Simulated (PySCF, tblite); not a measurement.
# GaH₅O₂Si, a small molecule taken as a stand-in for a surface group (gallia monomer): NMR shifts, core binding energies and electronic excitations

Aim: the NMR shifts, core binding energies and electronic excitations of `[OH][Ga]([OH])[SiH3]`.

Programs: tblite 0.8.0 and PySCF 2.14.0. All values are calculated, for the isolated system unless a continuum is named. Atoms count from 0, parts from 1.

### 1 The system as given

9 atoms, charge 0, multiplicity 1; geometry: distance geometry start.

### 2 Relaxing the cluster with GFN2-xTB

What the job is given:

```
{"job": {"kind": "relax", "xc": "GFN2-xTB", "basis": "xTB"}, "charge": 0, "multiplicity": 1}
O      1.382804     1.158797     1.437739
Ga    -0.257871     0.350917     1.053568
O     -1.663729     1.531583     0.547559
Si    -0.184478    -1.673101    -0.085534
H      1.587150     2.087861     1.330932
H     -1.637548     2.092997    -0.250777
H     -0.425591    -1.457158    -1.473087
H     -1.218871    -2.529821     0.389649
H      1.070586    -2.280919     0.117653
```

Level: GFN2-xTB geometry optimisation, gas phase.

Command:

```bash
$ OMP_NUM_THREADS=1 python cluster_run.py task.json out
```

The driver reads the jobs from task.json and runs them one after another.

The log of the run:

```text
step      E/eV     max force
  0    -372.25867    1.948
  1    -372.38464    1.437
  2    -372.52444    0.361
  3    -372.53211    0.388
  4    -372.55022    0.498
  5    -372.56743    0.469
  6    -372.58271    0.302
  7    -372.59073    0.261
  8    -372.60003    0.315
  9    -372.61385    0.479
 10    -372.62965    0.520
 11    -372.64466    0.437
 12    -372.65742    0.375
 13    -372.66845    0.452
 14    -372.67888    0.538
 15    -372.69551    0.556
 16    -372.71942    0.462
 17    -372.72887    0.448
 18    -372.73505    0.374
 19    -372.73891    0.400
 20    -372.74295    0.262
 21    -372.75227    0.175
 22    -372.76143    0.191
 23    -372.77036    0.428
 24    -372.77657    0.186
 25    -372.77892    0.149
 26    -372.77980    0.130
 27    -372.78022    0.081
 28    -372.78128    0.073
 29    -372.78228    0.097
 30    -372.78330    0.092
 31    -372.78379    0.057
 32    -372.78395    0.035
 33    -372.78404    0.036
 34    -372.78417    0.049
 35    -372.78438    0.063
 36    -372.78472    0.064
 37    -372.78509    0.050
 38    -372.78533    0.028
 39    -372.78540    0.016
 40    -372.78542    0.015
 41    -372.78546    0.020
 42    -372.78552    0.027
 43    -372.78564    0.044
 44    -372.78578    0.048
 45    -372.78589    0.030
 46    -372.78594    0.029
 47    -372.78597    0.030
 48    -372.78603    0.034
 49    -372.78613    0.051
 50    -372.78627    0.051
 51    -372.78637    0.027
 52    -372.78642    0.019
 53    -372.78645    0.016
 54    -372.78648    0.023
 55    -372.78654    0.032
 56    -372.78666    0.042
 57    -372.78678    0.025
 58    -372.78684    0.078
 59    -372.78690    0.020
 60    -372.78692    0.011
 61    -372.78693    0.012
 62    -372.78695    0.015
 63    -372.78697    0.014
 64    -372.78701    0.013
 65    -372.78704    0.013
 66    -372.78705    0.006
```

Wall time 0.7 s (1 thread of Arm Neoverse V1, shared host).

The steps of the relaxation: (not every step is listed)

```tsv
step	energy from step 0 (eV)	largest force (eV/Å)
0	0.0000	1.9475
2	-0.2658	0.3610
4	-0.2916	0.4980
6	-0.3240	0.3018
8	-0.3414	0.3150
10	-0.3710	0.5203
12	-0.3988	0.3747
14	-0.4202	0.5370
16	-0.4608	0.4613
20	-0.4843	0.2624
24	-0.5179	0.1860
28	-0.5226	0.0734
32	-0.5253	0.0350
36	-0.5260	0.0646
40	-0.5267	0.0148
44	-0.5271	0.0480
48	-0.5274	0.0344
52	-0.5278	0.0192
56	-0.5280	0.0423
58	-0.5282	0.0779
60	-0.5283	0.0108
62	-0.5283	0.0148
64	-0.5283	0.0128
66	-0.5284	0.0067
```

Distances of close pairs at the start and the end, largest changes first:

```tsv
bond	before (Å)	after (Å)	change (Å)
Ga1–O2	1.904	1.737	-0.167
O0–Ga1	1.869	1.737	-0.132
Si3–H8	1.409	1.468	+0.059
Si3–H6	1.425	1.470	+0.045
Si3–H7	1.425	1.470	+0.045
Ga1–Si3	2.324	2.365	+0.042
O2–H5	0.976	0.952	-0.024
O0–H4	0.957	0.952	-0.005
```

### 3 Optimising the geometry at PBE0-D3(BJ)/def2-SVP

What the job is given:

```
{"job": {"xc": "PBE0", "basis": "def2-SVP", "d3": "d3bj", "grid": 2, "kind": "geom", "shake": 0.01}, "charge": 0, "multiplicity": 1}
O      1.451216     1.258278     1.005900
Ga     0.013882     0.658960     0.199199
O     -1.424326     1.586702    -0.174870
Si     0.022268    -1.604125    -0.467195
H      1.937869     1.963838     1.410011
H     -1.937956     2.384928    -0.177717
H     -0.233675    -1.712801    -1.911187
H     -1.060629    -2.328736     0.235664
H      1.275599    -2.230191    -0.128353
```

The log of the run:

```text
step   0  E = -2366.85070725  max force = 0.018045
step   1  E = -2366.85614197  max force = 0.011409
step   2  E = -2366.85984338  max force = 0.011292
step   3  E = -2366.86548166  max force = 0.017961
step   4  E = -2366.86710394  max force = 0.004449
step   5  E = -2366.86750317  max force = 0.002778
step   6  E = -2366.86757499  max force = 0.000655
step   7  E = -2366.86757996  max force = 0.000241
optimisation converged
```

Run time: 40 s. Hardware: 1 thread of Arm Neoverse V1, shared host; peak memory 0.51 GiB.

Step by step:

```tsv
step	energy from step 0 (eV)	largest force component (eV/Å)
0	0.0000	0.9279
1	-0.1479	0.5867
2	-0.2486	0.5807
3	-0.4020	0.9236
4	-0.4462	0.2288
5	-0.4570	0.1429
6	-0.4590	0.0337
7	-0.4591	0.0124
```

Distances of close pairs at the start and the end, largest changes first:

```tsv
bond	before (Å)	after (Å)	change (Å)
Si3–H8	1.441	1.493	+0.051
Ga1–O2	1.752	1.789	+0.037
O0–Ga1	1.754	1.789	+0.035
Si3–H6	1.471	1.495	+0.024
Ga1–Si3	2.359	2.382	+0.023
O0–H4	0.948	0.962	+0.015
Si3–H7	1.480	1.495	+0.014
O2–H5	0.949	0.962	+0.013
```

The end geometry stands in the next job.

```tsv
at the end point	value
rotational constants (GHz, main isotopes)	5.907, 2.430, 1.757
dipole moment (D)	1.46
```

### 4 NMR shieldings: PBE0/pcSseg-2

What the job is given:

```
{"job": {"kind": "nmr", "xc": "PBE0", "basis": "pcSseg-2"}, "charge": 0, "multiplicity": 1}
O      1.411235     1.318913     1.007511
Ga     0.015226     0.581082     0.166097
O     -1.401660     1.616571    -0.181424
Si     0.015980    -1.711724    -0.478958
H      1.334110     2.251448     1.231946
H     -1.354076     2.532826     0.108206
H     -0.222567    -1.822938    -1.950213
H     -1.077461    -2.437701     0.236288
H      1.323455    -2.351635    -0.148008
```

Level: GIAO PBE0/pcSseg-2 NMR shielding, non-relativistic, gas phase.

The log of the run:

```text
coarse grid: 36552 points
cycle   1  E = -2367.1622825012  dE = -3.576e-01  |g| = 1.552e+00  |ddm| = 2.213e+00
cycle   2  E = -2366.3830043708  dE =  7.793e-01  |g| = 2.639e+00  |ddm| = 1.596e+00
cycle   3  E = -2367.4402014411  dE = -1.057e+00  |g| = 2.372e-01  |ddm| = 1.179e+00
cycle   4  E = -2367.4497367094  dE = -9.535e-03  |g| = 1.266e-01  |ddm| = 1.475e-01
cycle   5  E = -2367.4511699212  dE = -1.433e-03  |g| = 2.006e-02  |ddm| = 4.167e-02
cycle   6  E = -2367.4512201994  dE = -5.028e-05  |g| = 3.850e-03  |ddm| = 1.418e-02
cycle   7  E = -2367.4512219272  dE = -1.728e-06  |g| = 2.707e-03  |ddm| = 3.463e-03
final grid: 74496 points
cycle   8  E = -2367.4512216993  dE =  3.527e-06  |g| = 5.215e-03  |ddm| = 3.550e-03
cycle   9  E = -2367.4512077555  dE =  1.394e-05  |g| = 1.019e-02  |ddm| = 6.619e-03
cycle  10  E = -2367.4512266313  dE = -1.888e-05  |g| = 1.703e-04  |ddm| = 4.379e-03
cycle  11  E = -2367.4512266351  dE = -3.784e-09  |g| = 4.085e-05  |ddm| = 8.426e-05
cycle  12  E = -2367.4512266353  dE = -2.738e-10  |g| = 7.854e-06  |ddm| = 2.181e-05
converged SCF energy = -2367.4512266353

GIAO shielding tensors (ppm)
atom      isotropic    diamagn.    paramagn.     s11        s22        s33       span
  0 O      238.289     382.813    -144.524    132.742    273.599    308.526    175.784
  1 Ga    1410.729    2642.689   -1231.960   1234.918   1419.787   1577.482    342.563
  2 O      240.302     382.940    -142.638    134.438    276.486    309.980    175.542
  3 Si     467.776     878.225    -410.450    456.319    463.860    483.148     26.829
  4 H       29.393      32.137      -2.744     22.358     23.334     42.488     20.130
  5 H       29.432      32.158      -2.726     22.429     23.241     42.626     20.197
  6 H       27.701      27.372       0.328     24.285     25.552     33.264      8.979
  7 H       27.686      27.347       0.338     24.299     25.520     33.238      8.939
  8 H       27.824      27.510       0.313     24.212     25.699     33.560      9.348
```

Run time: 26 s. Hardware: 1 thread of Arm Neoverse V1, shared host; peak memory 1.1 GiB.

The references, computed at this level on geometries of the same kind, shield at (ppm): ¹H TMS 31.25, ²⁹Si TMS 341.3, ¹⁷O H2O 328.2, ⁷¹Ga GaH4- 1718. Their shielding less the atom's gives the shift. The references are single molecules in the gas phase, so shifts against H2O, NH3, PH3, H3PO4 or CFCl3 are not on the usual liquid scales and can be off by tens of ppm. Shifts against hydride references such as AlH4− lie on their own scale.

```tsv
atoms	environment	σ (ppm)	δ (ppm)
H7	hydrogen on a silicon bonded to Ga	27.69	3.56
H6	hydrogen on a silicon bonded to Ga	27.70	3.54
H8	hydrogen on a silicon bonded to Ga	27.82	3.42
H4	hydrogen on an oxygen bonded to Ga	29.39	1.85
H5	hydrogen on an oxygen bonded to Ga	29.43	1.81
O0	oxygen bonded to Ga, H	238.3	89.9
O2	oxygen bonded to Ga, H	240.3	87.8
Ga1	Ga bonded to 2 O, Si	1411	307
Si3	silicon bonded to Ga, 3 H	467.8	-126.5
```

The run also stored atomic charges by several schemes (e):

```tsv
atoms	Mulliken	IAO	Hirshfeld	ESP fit
O0	-0.57	-0.77	-0.39	-0.80
Ga1	0.63	0.87	0.50	0.81
O2	-0.57	-0.78	-0.39	-0.79
Si3	0.43	0.22	0.20	0.12
```

Mayer bond orders: O0–Ga1 1.00, Ga1–O2 1.00, Ga1–Si3 0.94.

### 5 Core-electron binding energies: SCAN, X2C

Same as in step 4 but for these lines:

```diff
@@ -1,2 +1,2 @@
-{"job": {"kind": "nmr", "xc": "PBE0", "basis": "pcSseg-2"}, "charge": 0, "multiplicity": 1}
+{"job": {"kind": "xps", "holes": 5}, "charge": 0, "multiplicity": 1}
 O      1.411235     1.318913     1.007511
```

Level: delta-SCF UKS SCAN, pcX-2 on the ionised atom, pcseg-1 elsewhere, spin-free X2C.

The log of the run:

```text
ground state, core basis on atom 0 (O), 129 functions
  cycle   1  E = -2383.05908872  |g| = 1.15e+00
  cycle   2  E = -2381.75473649  |g| = 2.62e+00
  cycle   3  E = -2383.27736918  |g| = 3.57e-01
  cycle   4  E = -2383.29248211  |g| = 2.71e-01
  cycle   5  E = -2383.30642351  |g| = 3.77e-02
  cycle   6  E = -2383.30679942  |g| = 8.43e-03
  cycle   7  E = -2383.30681701  |g| = 2.26e-03
  cycle   8  E = -2383.30682232  |g| = 4.35e-04
  E(ground) = -2383.59768841 Eh
hole in O 1s of atom 0
  cycle   1  E = -2362.71485777  |g| = 2.22e+00
  cycle   2  E = -2362.19948693  |g| = 2.24e+00
  cycle   3  E = -2363.41319621  |g| = 5.91e-01
  cycle   4  E = -2363.27590355  |g| = 7.93e-01
  cycle   5  E = -2363.54493404  |g| = 7.25e-02
  cycle   6  E = -2363.54756997  |g| = 2.83e-02
  cycle   7  E = -2363.54812860  |g| = 6.75e-03
  cycle   8  E = -2363.54815759  |g| = 1.47e-03
  cycle   9  E = -2363.54815991  |g| = 6.40e-04
  cycle  10  E = -2363.54815889  |g| = 1.88e-04
  E(ion) = -2363.84078342 Eh   <S^2> = 0.7631   hole on atom = 1.000   binding energy = 537.613 eV
ground state, core basis on atom 2 (O), 129 functions
  cycle   1  E = -2383.30494577  |g| = 1.29e-01
  cycle   2  E = -2383.29696424  |g| = 2.21e-01
  cycle   3  E = -2383.30612924  |g| = 4.90e-02
  cycle   4  E = -2383.30654485  |g| = 1.70e-02
  cycle   5  E = -2383.30659834  |g| = 2.82e-03
  cycle   6  E = -2383.30660086  |g| = 3.64e-04
  E(ground) = -2383.59765581 Eh
hole in O 1s of atom 2
  cycle   1  E = -2362.71499359  |g| = 2.22e+00
  cycle   2  E = -2362.20413548  |g| = 2.24e+00
  cycle   3  E = -2363.41623813  |g| = 5.86e-01
  cycle   4  E = -2363.27673196  |g| = 7.92e-01
  cycle   5  E = -2363.54554696  |g| = 7.12e-02
  cycle   6  E = -2363.54810308  |g| = 2.73e-02
  cycle   7  E = -2363.54861531  |g| = 6.43e-03
  cycle   8  E = -2363.54864484  |g| = 1.40e-03
  cycle   9  E = -2363.54864503  |g| = 6.04e-04
  cycle  10  E = -2363.54864717  |g| = 1.95e-04
  E(ion) = -2363.84111287 Eh   <S^2> = 0.7630   hole on atom = 1.000   binding energy = 537.603 eV
ground state, core basis on atom 3 (Si), 140 functions
  cycle   1  E = -2383.36533685  |g| = 2.94e-01
  cycle   2  E = -2383.36189243  |g| = 1.51e-01
  cycle   3  E = -2383.35574089  |g| = 2.27e-01
  cycle   4  E = -2383.36625655  |g| = 2.12e-02
  cycle   5  E = -2383.36631804  |g| = 1.00e-02
  cycle   6  E = -2383.36634125  |g| = 5.61e-04
  cycle   7  E = -2383.36634073  |g| = 2.76e-04
  E(ground) = -2383.61877818 Eh
hole in Si 2p of atom 3
  cycle   1  E = -2379.09036857  |g| = 1.23e+00
  cycle   2  E = -2378.97109800  |g| = 1.08e+00
  cycle   3  E = -2379.34307954  |g| = 4.04e-01
  cycle   4  E = -2379.40829256  |g| = 1.69e-01
  cycle   5  E = -2379.41812181  |g| = 4.91e-02
  cycle   6  E = -2379.41888702  |g| = 3.59e-02
  cycle   7  E = -2379.41942859  |g| = 5.21e-03
  cycle   8  E = -2379.41943718  |g| = 1.28e-03
  cycle   9  E = -2379.41943886  |g| = 2.29e-04
  E(ion) = -2379.68288986 Eh   <S^2> = 0.7526   hole on atom = 1.002   binding energy = 107.101 eV
  2p3/2 = 106.888 eV   2p1/2 = 107.511 eV
```

Run time: 12 s. Hardware: 1 thread of Arm Neoverse V1, shared host; peak memory 0.51 GiB.

Binding energies by hole, beside the orbital energy of the ground state; the difference holds orbital relaxation and, for a density functional, its self-interaction error:

```tsv
hole	stands for	environment	ΔSCF (eV; 2p as the shell's mean)	−ε (eV)	⟨S²⟩
O1s on O0	O0	oxygen bonded to Ga, H	537.61	516.3	0.763
O1s on O2	O2	oxygen bonded to Ga, H	537.60	516.3	0.763
Si2p on Si3	Si3	silicon bonded to Ga, 3 H	107.10	96.4	0.753
```

With the spin-orbit splitting: Si3 2p3/2 106.89, 2p1/2 107.51 eV. The table gives each 2p level as the mean over the whole 2p shell (two parts 2p3/2, one part 2p1/2), which differs a little from the single hole in the log.

### 6 Ultraviolet spectrum: CAM-B3LYP/def2-SVPD

Same as in step 5 but for these lines:

```diff
@@ -1,2 +1,2 @@
-{"job": {"kind": "xps", "holes": 5}, "charge": 0, "multiplicity": 1}
+{"job": {"kind": "uv", "xc": "CAM-B3LYP", "basis": "def2-SVPD", "nstates": 6, "ntriplets": 2, "ip": true}, "charge": 0, "multiplicity": 1}
 O      1.411235     1.318913     1.007511
```

With the program's defaults for keys left out, this is: TDDFT CAM-B3LYP/def2-SVPD, vertical, gas phase, core orbitals frozen in the response.

The log of the run:

```text
coarse grid: 36552 points
cycle   1  E = -2367.2658234759  dE = -3.906e-01  |g| = 1.116e+00  |ddm| = 3.335e+00
cycle   2  E = -2366.9607952230  dE =  3.050e-01  |g| = 1.717e+00  |ddm| = 3.102e+00
cycle   3  E = -2367.4990435353  dE = -5.382e-01  |g| = 6.889e-02  |ddm| = 1.844e+00
cycle   4  E = -2367.4998923085  dE = -8.488e-04  |g| = 4.050e-02  |ddm| = 1.254e-01
cycle   5  E = -2367.5000868359  dE = -1.945e-04  |g| = 8.506e-03  |ddm| = 3.117e-02
cycle   6  E = -2367.5001007796  dE = -1.394e-05  |g| = 1.522e-03  |ddm| = 1.565e-02
cycle   7  E = -2367.5001015281  dE = -7.485e-07  |g| = 9.181e-04  |ddm| = 4.248e-03
final grid: 74496 points
cycle   8  E = -2367.5001337426  dE =  1.805e-07  |g| = 1.396e-03  |ddm| = 2.516e-03
cycle   9  E = -2367.5001331936  dE =  5.490e-07  |g| = 2.219e-03  |ddm| = 3.091e-03
cycle  10  E = -2367.5001341052  dE = -9.116e-07  |g| = 1.461e-05  |ddm| = 1.892e-03
cycle  11  E = -2367.5001341053  dE = -1.332e-10  |g| = 6.603e-06  |ddm| = 5.091e-05
converged SCF energy = -2367.5001341053

Static polarisability (au): isotropic 66.478, principal 54.571 64.481 80.383

Singlet excitations
state   eV       nm        f      main configurations
  1   6.4277    192.9   0.03787   H->L 0.76, H->L+1 0.19
  2   6.7270    184.3   0.00007   H-1->L+1 0.64, H-1->L 0.18
  3   6.8064    182.2   0.00007   H-2->L 0.76, H-1->L+1 0.10, H-2->L+1 0.09
  4   6.8125    182.0   0.00096   H-1->L 0.48, H-2->L+1 0.36, H-1->L+1 0.10
  5   7.0815    175.1   0.25830   H->L+1 0.68, H->L 0.17
  6   7.4290    166.9   0.09663   H-3->L+1 0.53, H-3->L 0.14

Triplet excitations (Tamm-Dancoff, eV): 5.4034 6.2478
Vertical ionisation energy (delta-SCF) = 10.8512 eV
```

It took 92 s on 1 thread of Arm Neoverse V1, shared host; peak memory 0.75 GiB.

The orbitals next to the gap, with their largest atomic shares:

```tsv
orbital	eV	atoms
HOMO−3	-10.92	O0 39 %, O2 37 %, Ga1 9 %
HOMO−2	-10.50	O2 44 %, O0 43 %, Ga1 6 %
HOMO−1	-10.30	O2 44 %, O0 43 %, Ga1 6 %
HOMO	-9.89	Si3 38 %, Ga1 28 %, O0 8 %
LUMO	-0.11	Ga1 46 %, Si3 22 %, O0 11 %
LUMO+1	-0.10	Ga1 51 %, Si3 13 %, O0 11 %
LUMO+2	1.11	Si3 33 %, Ga1 25 %, O2 11 %
```

With each of the 6 states as a Gaussian band of 0.4 eV half-width at 1/e, the curve within the window shown has maxima at 173 nm (ε 13,000) L/(mol cm). Beyond the last state computed it falls off for lack of states. The curve at chosen wavelengths:

| nm | ε (L/mol/cm) |
| --- | --- |
| 160 | 2991 |
| 162 | 4565 |
| 164 | 6415 |
| 166 | 8376 |
| 168 | 10216 |
| 170 | 11672 |
| 172 | 12507 |
| 175 | 12327 |
| 177 | 11321 |
| 179 | 9839 |
| 181 | 8158 |
| 183 | 6529 |
| 185 | 5125 |
| 187 | 4020 |
| 189 | 3203 |
| 191 | 2614 |
| 193 | 2179 |
| 195 | 1834 |
| 197 | 1537 |
| 200 | 1140 |
| 202 | 903 |
| 204 | 693 |
| 206 | 515 |
| 208 | 370 |
| 210 | 258 |
| 212 | 174 |

Further results of this job:

```tsv
property	computed
dipole moment (D)	0.81
polarisability (Å³)	9.85
HOMO–LUMO gap (eV)	9.79
−ε(HOMO) (eV)	9.89
```

### 7 What came out

```
                                 quantity                             value
     rotational constants (main isotopes)              5.91, 2.43, 1.76 GHz
    ¹H shifts against TMS (PBE0/pcSseg-2)  3.56, 3.54, 3.42, 1.85, 1.81 ppm
   ¹⁷O shifts against H2O (PBE0/pcSseg-2)                    89.9, 87.8 ppm
⁷¹Ga shifts against GaH4- (PBE0/pcSseg-2)                           307 ppm
  ²⁹Si shifts against TMS (PBE0/pcSseg-2)                        -126.5 ppm
         O1s binding energies, SCAN/pcX-2           O0 537.61, O2 537.60 eV
        Si2p binding energies, SCAN/pcX-2                     Si3 107.10 eV
     lowest singlet (CAM-B3LYP/def2-SVPD)       6.43 eV (193 nm), f = 0.038
 brightest single state of those computed       state 5, 7.08 eV, f = 0.258
                           lowest triplet                           5.40 eV
        vertical ionisation energy (ΔSCF)                          10.85 eV
```

In words: The start of the PBE0/def2-SVP relaxation was shaken at random by about 0.01 Å, so part of the energy gained, and of the first lengths quoted, undoes that. The optimisation took 7 steps and gained 0.459 eV; among the close pairs (by a distance rule), Si3–H8 changed most, from 1.441 to 1.493 Å (PBE0/def2-SVP). No frequency check was run at this level, so the end point may be a saddle. Hydrogens of an XH3 group are listed apart at this fixed geometry; free rotation makes them one line at their mean. At PBE0/pcSseg-2: Shielding is most anisotropic at Ga1 (span 343 ppm, paramagnetic term -1232 ppm). At SCAN/pcX-2: the O1s levels computed lie within 0.01 eV of one another, too close to rank. The lowest singlet, at 6.43 eV, is HOMO→LUMO 0.76, HOMO→LUMO+1 0.19 and is weak; of the 6 states computed, the strongest absorption comes from state 5 at 7.08 eV. The lowest triplet lies 1.02 eV below the lowest singlet (triplets in Tamm-Dancoff, singlets in full TDDFT). The orbital energy would give 9.89 eV for ionisation, ΔSCF gives 10.85 eV. Spin-orbit coupling is left out, which matters for shieldings and couplings at and beside the heavy atoms.
